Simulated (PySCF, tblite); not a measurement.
# C₃H₉B₂N: geometry, infrared bands and NMR shifts

Aim: predict the infrared bands and NMR shifts of C₃H₉B₂N (`BNBCC=C`).

Computed with tblite 0.8.0 and PySCF 2.14.0, with density-fitted response routines of our own, on a single molecule in the gas phase. Atoms are numbered from 0 throughout.

**1. The starting structure**

15 atoms, charge 0, multiplicity 1; geometry from: force field or distance geometry start.

Bonds of the start (Å): B0–N1 1.50, N1–B2 1.53, B2–C3 1.60, C3–C4 1.48, C4–C5 1.35, B0–H6 1.20, B0–H7 1.21, N1–H8 1.05, B2–H9 1.19, C3–H10 1.11, C3–H11 1.10, C4–H12 1.09, C5–H13 1.10, C5–H14 1.08.

**2. Relaxing the molecule with GFN2-xTB**

The job: settings as JSON, then the geometry in Å.

```
{"job": {"kind": "relax", "xc": "GFN2-xTB", "basis": "xTB"}, "charge": 0, "multiplicity": 1}
B     -2.914700     0.296800    -0.585900
N     -2.004300    -0.190100     0.502200
B     -0.575500    -0.459500     0.028400
C      0.618000     0.533300     0.423300
C      1.881900    -0.226600     0.523800
C      2.947500     0.066400    -0.256000
H     -3.907000    -0.347300    -0.788300
H     -3.131300     1.486300    -0.565500
H     -2.383200    -1.078200     0.915000
H     -0.270200    -1.614000     0.004100
H      0.395800     0.932800     1.439600
H      0.647900     1.350200    -0.317000
H      1.927800    -1.045300     1.248500
H      3.825900    -0.573600    -0.085500
H      2.937100     0.876700    -0.972600
```

On the command line:

```bash
OMP_NUM_THREADS=1 python probes_run.py task.json out
```

This one command runs all jobs of the session in turn.

**Question.** This job is followed by: GFN2-xTB harmonic vibrations, gas phase; GIAO PBE0/pcSseg-1 NMR shielding, non-relativistic, gas phase. Predict these results of the whole session: strongest single infrared mode (GFN2-xTB); zero-point energy (GFN2-xTB); 13C shifts against TMS (PBE0/pcSseg-1); 1H shifts against TMS (PBE0/pcSseg-1, means over atoms taken as alike); 11B shifts against BF3·OEt2 (PBE0/pcSseg-1); 15N shifts against NH3 (PBE0/pcSseg-1); surface potential, 1st and 99th percentile.

**Answer**, as computed:

| quantity | value |
| --- | --- |
| strongest single infrared mode (GFN2-xTB) | 1391 cm⁻¹, 455 km/mol |
| zero-point energy (GFN2-xTB) | 74.8 kcal/mol |
| 13C shifts against TMS (PBE0/pcSseg-1) | 148.0, 118.9, 32.0 ppm |
| 1H shifts against TMS (PBE0/pcSseg-1, means over atoms taken as alike) | 7.61, 6.53, 5.72, 5.56, 5.23, 5.17, 2.21 ppm |
| 11B shifts against BF3·OEt2 (PBE0/pcSseg-1) | 54.3, 47.5 ppm |
| 15N shifts against NH3 (PBE0/pcSseg-1) | 187.8 ppm |
| surface potential, 1st and 99th percentile | -0.84 V and 1.67 V |

What this shows: The optimisation took 106 steps and gained 1.836 eV; among the close pairs (by a distance rule), N1–B2 changed most, from 1.529 to 1.418 Å. All 39 modes are real, so the xTB geometry is a minimum. The strongest single mode, at 1391 cm⁻¹, moves mainly N1, H8 and B0. Unscaled tight-binding wavenumbers are off by several per cent, some by more. Its intensities can rank the bands wrongly. The most deshielded carbon is C4 (alkene CH), at 148.0 ppm: the olefinic region. At PBE0/pcSseg-1: The largest span, 333 ppm, is at N1, where the paramagnetic term is -240 ppm. By nearest atom (PBE0/pcSseg-1), the HOMO sits on C5 38 %; C4 30 % and the LUMO on B0, B2 about 30 % each; H6, H7, H9 about 9 % each.
